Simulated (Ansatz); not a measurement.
# FH3S2Si: a spread of methods and bases

How do the results and run time of FH3S2Si respond when the settings are drawn wide?

Computed with Ansatz 0.2.0, Gaussian basis. Level: the settings change from run to run.

## (1) The geometry

An earlier PBE0-D4 in a triple-zeta def2 set relaxation fixed the geometry.

SMILES `F[SiH](S)S`, 7 atoms, charge 0, spin multiplicity 1.

Atoms are counted from 1 here; the program's logs count them from 0.

Bond lengths: F1–Si2 1.596 Å, Si2–S3 2.114 Å, Si2–S4 2.115 Å, Si2–H5 1.477 Å, S3–H6 1.344 Å, S4–H7 1.345 Å. Angles: F1–Si2–S3 113.1°, F1–Si2–S4 108.8°, F1–Si2–H5 105.2°, S3–Si2–S4 104.7°, S3–Si2–H5 110.5°, S4–Si2–H5 114.8°, Si2–S3–H6 93.3°, Si2–S4–H7 93.2°.

## (2) PBEsol/pcseg-2

Set apart from the defaults: relativity set to scalar.

The input, in.yaml:

```yaml
crystal:
  periodic: [false, false, false]
  atoms:
    - {symbol: F, position_ang: [-1.160769, -1.275528, 0.097846]}
    - {symbol: Si, position_ang: [0.009185, -0.203775, -0.075592]}
    - {symbol: S, position_ang: [0.815018, 0.448704, 1.766141]}
    - {symbol: S, position_ang: [-0.792162, 1.543165, -0.959029]}
    - {symbol: H, position_ang: [1.043301, -0.886197, -0.880085]}
    - {symbol: H, position_ang: [1.722807, -0.541964, 1.807551]}
    - {symbol: H, position_ang: [-1.576181, 0.847693, -1.802434]}
basis:
  gaussian: {orbitals: pcseg-2}
hamiltonian: {xc: {name: PBEsol}, pseudopotentials: {relativity: scalar}}
output: {forces: true}
```

Started as:

```sh
$ ansatz run in.yaml --threads 2 --pin off --events-out ev --progress --plain --max-ram 4352MiB
```

The log of the run:

```text
Functional definition: PBEsol
  name "PBEsol"
  cite "Perdew et al., Phys. Rev. Lett. 100, 136406 (2008) doi:10.1103/PhysRevLett.100.136406"
  cite "Perdew, Burke & Ernzerhof, Phys. Rev. Lett. 77, 3865 (1996) doi:10.1103/PhysRevLett.77.3865"
  parent pbesol
  exchange = pbesol_x
  correlation = pbesol_c
1069 factors; their error is unknown
mean field evaluation 1: about -32315.0221 eV, gradient 3.7e1 eV
mean field evaluation 2: about -32310.6258 eV, gradient 6.9e1 eV
mean field evaluation 4: about -32317.6440 eV, gradient 1.9e0 eV
mean field evaluation 8: about -32317.6544 eV, gradient 6.0e-2 eV
mean field evaluation 16: about -32317.6120 eV, gradient 6.0e-5 eV
mean field -32317.61198079 eV, -1187.6503346300 hartree, gradient 6.0e-5 eV, S^2 0.000000; 0 other end points of the search recorded, 0 dependent functions left out
the calculation of the forces begins
reference -32317.61202348 eV, -1187.6503361988 hartree; 29, 29 occupied and 145, 145 virtual orbitals, 1069 factors
Total energy: -32317.61202348 eV, -1187.6503361988 hartree
Relativity: scalar
Atom 0 at    -1.160769    -1.275528     0.097846 Å, force    -0.214808    -0.209367     0.036419 eV/Å
Atom 1 at     0.009185    -0.203775    -0.075592 Å, force     0.080223     0.202875     0.025316 eV/Å
Atom 2 at     0.815018     0.448704     1.766141 Å, force    -0.179542     0.262824     0.061783 eV/Å
Atom 3 at    -0.792162     1.543165    -0.959029 Å, force     0.151320     0.233786     0.171319 eV/Å
Atom 4 at     1.043301    -0.886197    -0.880085 Å, force     0.136963    -0.099387    -0.106304 eV/Å
Atom 5 at     1.722807    -0.541964     1.807551 Å, force     0.173825    -0.217189    -0.026605 eV/Å
Atom 6 at    -1.576181     0.847693    -1.802434 Å, force    -0.147982    -0.173542    -0.161928 eV/Å
Dipole moment:     0.201247    -0.161677    -0.164954 e Å
```

It took 2.8 s on 2 threads of Arm Neoverse V1, shared host.

Largest force 0.327 eV/Å, dipole 1.47 D.

## (3) B3LYP5/def2-TZVPP

Set apart from the defaults: charge +1, multiplicity 2, restricted open-shell orbitals, a grid of angular degree 11, relativity set to none.

Changes to in.yaml since step 2:

```diff
@@ -11,4 +11,5 @@
 basis:
-  gaussian: {orbitals: pcseg-2}
-hamiltonian: {xc: {name: PBEsol}, pseudopotentials: {relativity: scalar}}
-output: {forces: true}
+  gaussian: {orbitals: def2-TZVPP, final_grid: {core_spheres: 5, valence_spheres: 4, degree: 11}}
+total_charge: 1
+magnetization: {spin_polarized: false, initial_magnetization: 1}
+hamiltonian: {xc: {name: B3LYP5}, pseudopotentials: {relativity: none}}
```

The command is unchanged.

The log of the run, shortened:

```text
Functional definition: B3LYP5
  name "B3LYP5"
  cite "Stephens, Devlin, Chabalowski & Frisch, J. Phys. Chem. 98, 11623 (1994) doi:10.1021/j100096a001"
  cite "Becke, Phys. Rev. A 38, 3098 (1988) doi:10.1103/PhysRevA.38.3098"
  cite "Lee, Yang & Parr, Phys. Rev. B 37, 785 (1988) doi:10.1103/PhysRevB.37.785"
  cite "Vosko, Wilk & Nusair, Can. J. Phys. 58, 1200 (1980) doi:10.1139/p80-159"
[...]
1216 factors; their error is unknown
[...]
mean field -32305.51555308 eV, -1187.2057991107 hartree, gradient 1.6e-5 eV, S^2 0.750000; 4 other end points of the search recorded, 0 dependent functions left out
reference -32305.51569474 eV, -1187.2058043165 hartree; 29, 28 occupied and 170, 171 virtual orbitals, 1216 factors
Total energy: -32305.51569474 eV, -1187.2058043165 hartree
```

Wall time 14 s (2 threads of Arm Neoverse V1, shared host); peak memory 0.64 GiB.

## (4) rPW86-PBE/def2-mTZVP

This run has high accuracy, the search for lower states set to off.

Changes to in.yaml since step 3:

```diff
@@ -11,5 +11,6 @@
 basis:
-  gaussian: {orbitals: def2-TZVPP, final_grid: {core_spheres: 5, valence_spheres: 4, degree: 11}}
-total_charge: 1
-magnetization: {spin_polarized: false, initial_magnetization: 1}
-hamiltonian: {xc: {name: B3LYP5}, pseudopotentials: {relativity: none}}
+  gaussian: {orbitals: def2-mTZVP}
+hamiltonian: {xc: {name: rPW86-PBE}}
+accuracy: high
+scf: {lower_state_search: off}
+output: {forces: true}
```

Launched as before.

The log of the run, shortened:

```text
Functional definition: rPW86-PBE
  name "rPW86-PBE"
  cite "Murray, Lee & Langreth, J. Chem. Theory Comput. 5, 2754 (2009) doi:10.1021/ct900365q"
  cite "Perdew, Burke & Ernzerhof, Phys. Rev. Lett. 77, 3865 (1996) doi:10.1103/PhysRevLett.77.3865"
  parent pbe
[...]
1815 factors; integrals over basis functions are off by at most 4.5e-9 eV
[...]
mean field -32350.50259221 eV, -1188.8590423054 hartree, gradient 1.6e-8 eV, S^2 0.000000; 0 other end points of the search recorded, 0 dependent functions left out
[...]
reference -32350.50260482 eV, -1188.8590427687 hartree; 29, 29 occupied and 65, 65 virtual orbitals, 1815 factors
Total energy: -32350.50260482 eV, -1188.8590427687 hartree
Atom 0 at    -1.160769    -1.275528     0.097846 Å, force    -0.877845    -0.844031     0.114146 eV/Å
Atom 1 at     0.009185    -0.203775    -0.075592 Å, force     0.768690     0.341123    -0.276841 eV/Å
Atom 2 at     0.815018     0.448704     1.766141 Å, force    -0.081287     0.467785     0.449901 eV/Å
Atom 3 at    -0.792162     1.543165    -0.959029 Å, force     0.060632     0.653198     0.030057 eV/Å
Atom 4 at     1.043301    -0.886197    -0.880085 Å, force     0.086746    -0.078308    -0.061030 eV/Å
Atom 5 at     1.722807    -0.541964     1.807551 Å, force     0.356428    -0.342911     0.072446 eV/Å
Atom 6 at    -1.576181     0.847693    -1.802434 Å, force    -0.313364    -0.196856    -0.328678 eV/Å
Dipole moment:     0.215054    -0.189148    -0.184250 e Å
Checks for a lower state left out: stability, starts, cluster_reference, orbital_swaps, neighbouring_geometries, increment
```

It took 8.5 s on 2 threads of Arm Neoverse V1, shared host.

Largest force 1.223 eV/Å, dipole 1.64 D.

## (5) CAM-B3LYP/cc-pVTZ

This run has atoms shaken by 0.03 Å.

The input, in.yaml:

```yaml
crystal:
  periodic: [false, false, false]
  atoms:
    - {symbol: F, position_ang: [-1.145932, -1.288767, 0.078094]}
    - {symbol: Si, position_ang: [-0.002771, -0.229620, -0.132475]}
    - {symbol: S, position_ang: [0.800628, 0.532368, 1.836284]}
    - {symbol: S, position_ang: [-0.800519, 1.560631, -0.947693]}
    - {symbol: H, position_ang: [1.067701, -0.879775, -0.892266]}
    - {symbol: H, position_ang: [1.688317, -0.544290, 1.799149]}
    - {symbol: H, position_ang: [-1.548661, 0.822478, -1.806508]}
basis:
  gaussian: {orbitals: cc-pVTZ}
hamiltonian: {xc: {name: CAM-B3LYP}}
output: {forces: true}
```

Launched as before.

The log of the run, shortened:

```text
Functional definition: CAM-B3LYP
  name "CAM-B3LYP"
  cite "Yanai, Tew & Handy, Chem. Phys. Lett. 393, 51 (2004) doi:10.1016/j.cplett.2004.06.011"
  cite "Iikura, Tsuneda, Yanai & Hirao, J. Chem. Phys. 115, 3540 (2001) doi:10.1063/1.1383587"
  cite "Becke, Phys. Rev. A 38, 3098 (1988) doi:10.1103/PhysRevA.38.3098"
  cite "Lee, Yang & Parr, Phys. Rev. B 37, 785 (1988) doi:10.1103/PhysRevB.37.785"
  cite "Vosko, Wilk & Nusair, Can. J. Phys. 58, 1200 (1980) doi:10.1139/p80-159"
[...]
  # Exact exchange under (alpha + beta erf(omega r))/r, Becke's under what is left of 1/r.
[...]
1178 factors; their error is unknown
243 factors; integrals over basis functions are off by at most 1.1e-5 eV
[...]
mean field -32319.78862231 eV, -1187.7303247304 hartree, gradient 4.4e-5 eV, S^2 0.000000; 0 other end points of the search recorded, 0 dependent functions left out
[...]
reference -32319.78874262 eV, -1187.7303291516 hartree; 29, 29 occupied and 145, 145 virtual orbitals, 1178 factors
Total energy: -32319.78874262 eV, -1187.7303291516 hartree
Atom 0 at    -1.145932    -1.288767     0.078094 Å, force    -0.644083    -0.672751     0.028861 eV/Å
Atom 1 at    -0.002771    -0.229620    -0.132475 Å, force     1.083493     1.809640     1.677762 eV/Å
Atom 2 at     0.800628     0.532368     1.836284 Å, force     0.328002    -1.867288    -1.623091 eV/Å
Atom 3 at    -0.800519     1.560631    -0.947693 Å, force    -0.226105    -0.585655    -0.399110 eV/Å
Atom 4 at     1.067701    -0.879775    -0.892266 Å, force     0.021200    -0.070555    -0.067690 eV/Å
Atom 5 at     1.688317    -0.544290     1.799149 Å, force    -0.622279     1.005637     0.327412 eV/Å
Atom 6 at    -1.548661     0.822478    -1.806508 Å, force     0.059771     0.380972     0.055856 eV/Å
Dipole moment:     0.126977    -0.207353    -0.298270 e Å
```

Wall time 5 s (2 threads of Arm Neoverse V1, shared host); peak memory 0.48 GiB.

Largest force 2.695 eV/Å, dipole 1.85 D.

## (6) rPW86-PBE/cc-pVTZ-DK

This run has D3(BJ) with three-body dispersion.

The input, in.yaml:

```yaml
crystal:
  periodic: [false, false, false]
  atoms:
    - {symbol: F, position_ang: [-1.160769, -1.275528, 0.097846]}
    - {symbol: Si, position_ang: [0.009185, -0.203775, -0.075592]}
    - {symbol: S, position_ang: [0.815018, 0.448704, 1.766141]}
    - {symbol: S, position_ang: [-0.792162, 1.543165, -0.959029]}
    - {symbol: H, position_ang: [1.043301, -0.886197, -0.880085]}
    - {symbol: H, position_ang: [1.722807, -0.541964, 1.807551]}
    - {symbol: H, position_ang: [-1.576181, 0.847693, -1.802434]}
basis:
  gaussian: {orbitals: cc-pVTZ-DK}
hamiltonian: {xc: {name: rPW86-PBE}, dispersion: d3bjatm}
```

Launched as before.

The log of the run:

```text
Functional definition: rPW86-PBE
  name "rPW86-PBE"
  cite "Murray, Lee & Langreth, J. Chem. Theory Comput. 5, 2754 (2009) doi:10.1021/ct900365q"
  cite "Perdew, Burke & Ernzerhof, Phys. Rev. Lett. 77, 3865 (1996) doi:10.1103/PhysRevLett.77.3865"
  parent pbe
  exchange = rpw86_x
  correlation = pbe_c
1135 factors; their error is unknown
mean field evaluation 1: about -32427.7372 eV, gradient 4.1e1 eV
mean field evaluation 2: about -32421.7111 eV, gradient 8.0e1 eV
mean field evaluation 4: about -32430.6134 eV, gradient 2.3e0 eV
mean field evaluation 8: about -32430.5617 eV, gradient 2.1e-1 eV
mean field evaluation 16: about -32430.5618 eV, gradient 7.7e-5 eV
mean field -32430.56176060 eV, -1191.8011624777 hartree, gradient 7.7e-5 eV, S^2 0.000000; 0 other end points of the search recorded, 0 dependent functions left out
reference -32430.56185947 eV, -1191.8011661112 hartree; 29, 29 occupied and 145, 145 virtual orbitals, 1135 factors
Total energy: -32430.75104293 eV, -1191.8081184750 hartree
Relativity: scalar
```

It took 6 s on 2 threads of Arm Neoverse V1, shared host.

## (7) PBE-QIDH/cc-pVDZ

Changes to in.yaml since step 6:

```diff
@@ -11,3 +11,4 @@
 basis:
-  gaussian: {orbitals: cc-pVTZ-DK}
-hamiltonian: {xc: {name: rPW86-PBE}, dispersion: d3bjatm}
+  gaussian: {orbitals: cc-pVDZ}
+hamiltonian: {xc: {name: PBE-QIDH}}
+output: {forces: true}
```

Same command.

The log of the run, shortened:

```text
Functional definition: PBE-QIDH
  name "PBE-QIDH"
  cite "Brémond, Sancho-García, Pérez-Jiménez & Adamo, J. Chem. Phys. 141, 031101 (2014) doi:10.1063/1.4890314"
  cite "Perdew, Burke & Ernzerhof, Phys. Rev. Lett. 77, 3865 (1996) doi:10.1103/PhysRevLett.77.3865"
[...]
832 factors; integrals over basis functions are off by at most 8.2e-4 eV
[...]
mean field -32289.34644780 eV, -1186.6115954515 hartree, gradient 2.2e-6 eV, S^2 0.000000; 0 other end points of the search recorded, 0 dependent functions left out
16 core orbitals not correlated: weight in the atoms' cores, before any rotation towards them, 1.000 or more for the frozen orbitals, at most 0.000 for the correlated occupied ones
reference -32289.34645735 eV, -1186.6115958026 hartree; 13, 13 occupied and 54, 54 virtual orbitals, 832 factors
second order -16.92526481 eV of doubles, -0.00000000 eV of singles
[...]
Total energy: -32294.98821229 eV, -1186.8189264725 hartree
Atom 0 at    -1.160769    -1.275528     0.097846 Å, force    -1.219471    -1.102536     0.177688 eV/Å
Atom 1 at     0.009185    -0.203775    -0.075592 Å, force     1.209725     0.922964    -0.239274 eV/Å
Atom 2 at     0.815018     0.448704     1.766141 Å, force     0.025653     0.107575     0.163184 eV/Å
Atom 3 at    -0.792162     1.543165    -0.959029 Å, force    -0.045152     0.187873    -0.041667 eV/Å
Atom 4 at     1.043301    -0.886197    -0.880085 Å, force     0.028493    -0.019113    -0.019932 eV/Å
Atom 5 at     1.722807    -0.541964     1.807551 Å, force     0.061122    -0.066218     0.021904 eV/Å
Atom 6 at    -1.576181     0.847693    -1.802434 Å, force    -0.060371    -0.030545    -0.061903 eV/Å
Dipole moment:     0.213299    -0.188380    -0.188533 e Å
```

Wall time 5.5 s (2 threads of Arm Neoverse V1, shared host).

Largest force 1.654 eV/Å, dipole 1.64 D.

## (8) wB97X/def2-mTZVP

Set apart from the defaults: high accuracy.

Changes to in.yaml since step 7:

```diff
@@ -11,4 +11,4 @@
 basis:
-  gaussian: {orbitals: cc-pVDZ}
-hamiltonian: {xc: {name: PBE-QIDH}}
-output: {forces: true}
+  gaussian: {orbitals: def2-mTZVP}
+hamiltonian: {xc: {name: wB97X}}
+accuracy: high
```

Same command.

The log of the run, shortened:

```text
Functional definition: wB97X
  name "wB97X"
  cite "Chai & Head-Gordon, J. Chem. Phys. 128, 084106 (2008) doi:10.1063/1.2834918"
  cite "Becke, J. Chem. Phys. 107, 8554 (1997) doi:10.1063/1.475007"
[...]
  # The coefficients of nought are those of the uniform gas.
[...]
      + exact_x_lr(omega)
[...]
      + integral(e_c_pw_opposite_spin*poly(b97_u_opposite, 1, cos1, cos2, cos3, cos4))
1815 factors; integrals over basis functions are off by at most 4.5e-9 eV
384 factors; integrals over basis functions are off by at most 1.7e-9 eV
[...]
mean field -32317.88965787 eV, -1187.6605390744 hartree, gradient 4.3e-8 eV, S^2 0.000000; 0 other end points of the search recorded, 0 dependent functions left out
reference -32317.88965483 eV, -1187.6605389627 hartree; 29, 29 occupied and 65, 65 virtual orbitals, 1815 factors
Total energy: -32317.88965483 eV, -1187.6605389627 hartree
```

It took 21 s on 2 threads of Arm Neoverse V1, shared host; peak memory 0.55 GiB.

## (9) LC-wPBE/def2-TZVPD

This run has high accuracy.

Changes to in.yaml since step 8:

```diff
@@ -11,4 +11,4 @@
 basis:
-  gaussian: {orbitals: def2-mTZVP}
-hamiltonian: {xc: {name: wB97X}}
+  gaussian: {orbitals: def2-TZVPD}
+hamiltonian: {xc: {name: LC-wPBE}}
 accuracy: high
```

Launched as before.

The log of the run, shortened:

```text
Functional definition: LC-wPBE
  name "LC-wPBE"
  cite "Vydrov & Scuseria, J. Chem. Phys. 125, 234109 (2006) doi:10.1063/1.2409292"
  cite "Heyd & Scuseria, J. Chem. Phys. 120, 7274 (2004) doi:10.1063/1.1668634"
  cite "Ernzerhof & Perdew, J. Chem. Phys. 109, 3313 (1998) doi:10.1063/1.476928"
  cite "Perdew, Burke & Ernzerhof, Phys. Rev. Lett. 77, 3865 (1996) doi:10.1103/PhysRevLett.77.3865"
  parent pbe
[...]
3269 factors; integrals over basis functions are off by at most 3.7e-9 eV
876 factors; integrals over basis functions are off by at most 2.0e-9 eV
[...]
mean field -32309.79428585 eV, -1187.3630396399 hartree, gradient 5.1e-8 eV, S^2 0.000000; 0 other end points of the search recorded, 0 dependent functions left out
reference -32309.79428585 eV, -1187.3630396399 hartree; 29, 29 occupied and 173, 173 virtual orbitals, 3269 factors
Total energy: -32309.79428585 eV, -1187.3630396399 hartree
```

Run time: 17 s. Hardware: 2 threads of Arm Neoverse V1, shared host; peak memory 1.2 GiB.

## (10) r2SCAN/pcseg-2

This run has multiplicity 3, D3(BJ) with three-body dispersion.

Changes to in.yaml since step 9:

```diff
@@ -11,4 +11,4 @@
 basis:
-  gaussian: {orbitals: def2-TZVPD}
-hamiltonian: {xc: {name: LC-wPBE}}
-accuracy: high
+  gaussian: {orbitals: pcseg-2}
+magnetization: {spin_polarized: true, initial_magnetization: 2}
+hamiltonian: {xc: {name: r2SCAN}, dispersion: d3bjatm}
```

Launched as before.

The log of the run, shortened:

```text
Functional definition: r2SCAN
  name "r2SCAN"
  cite "Furness, Kaplan, Ning, Perdew & Sun, J. Phys. Chem. Lett. 11, 8208 (2020) doi:10.1021/acs.jpclett.0c02405"
  cite "Furness, Kaplan, Ning, Perdew & Sun, J. Phys. Chem. Lett. 11, 9248 (2020) doi:10.1021/acs.jpclett.0c03077"
  parent r2scan
[...]
1069 factors; their error is unknown
[...]
mean field -32311.34478953 eV, -1187.4200195992 hartree, gradient 8.3e-6 eV, S^2 2.008320; 8 other end points of the search recorded, 0 dependent functions left out
reference -32311.34480694 eV, -1187.4200202388 hartree; 30, 28 occupied and 144, 146 virtual orbitals, 1069 factors
Total energy: -32311.39530315 eV, -1187.4218759404 hartree
```

Wall time 55 s (2 threads of Arm Neoverse V1, shared host); peak memory 0.51 GiB.

⟨S²⟩ 2.008.

## (11) The runs in one table

```csv
level,charge,multiplicity,geometry,functions,energy (eV),time
PBEsol/pcseg-2,0,1,relaxed,174,-32317.612,2.8 s
B3LYP5/def2-TZVPP,1,2,relaxed,199,-32305.516,14 s
rPW86-PBE/def2-mTZVP,0,1,relaxed,94,-32350.503,8.5 s
CAM-B3LYP/cc-pVTZ,0,1,shaken,174,-32319.789,5 s
rPW86-PBE/cc-pVTZ-DK,0,1,relaxed,174,-32430.751,6 s
PBE-QIDH/cc-pVDZ,0,1,relaxed,83,-32294.988,5.5 s
wB97X/def2-mTZVP,0,1,relaxed,94,-32317.890,21 s
LC-wPBE/def2-TZVPD,0,1,relaxed,202,-32309.794,17 s
r2SCAN/pcseg-2,0,3,relaxed,174,-32311.395,55 s
```

## (12) What came out

```
                                         quantity                  value
                                             runs                      9
                                         quickest  PBEsol/pcseg-2, 2.8 s
                                          slowest   r2SCAN/pcseg-2, 55 s
spread of total energies, same state and geometry               135.8 eV
                  dipole, same state and geometry         1.47 to 1.64 D
```

In words: r2SCAN/pcseg-2 took 20 times as long as PBEsol/pcseg-2. The jobs differ in tasks and options as well as level. The totals spread over 136 eV; they can't be compared across methods or bases. Some of these runs are scalar-relativistic and others not, which shifts the totals of all-electron atoms past neon by eV; core potentials, where a basis has them, take the core out of the total altogether. At the PBE0-D4/def2-TZVP geometry and in the same state, runs without warnings or point charges leave forces up to 1.65 eV/Å (PBE-QIDH/cc-pVDZ), against 2.7 eV/Å where the atoms were moved. At that geometry and state the dipole changes by 11 % between the lowest and highest value.
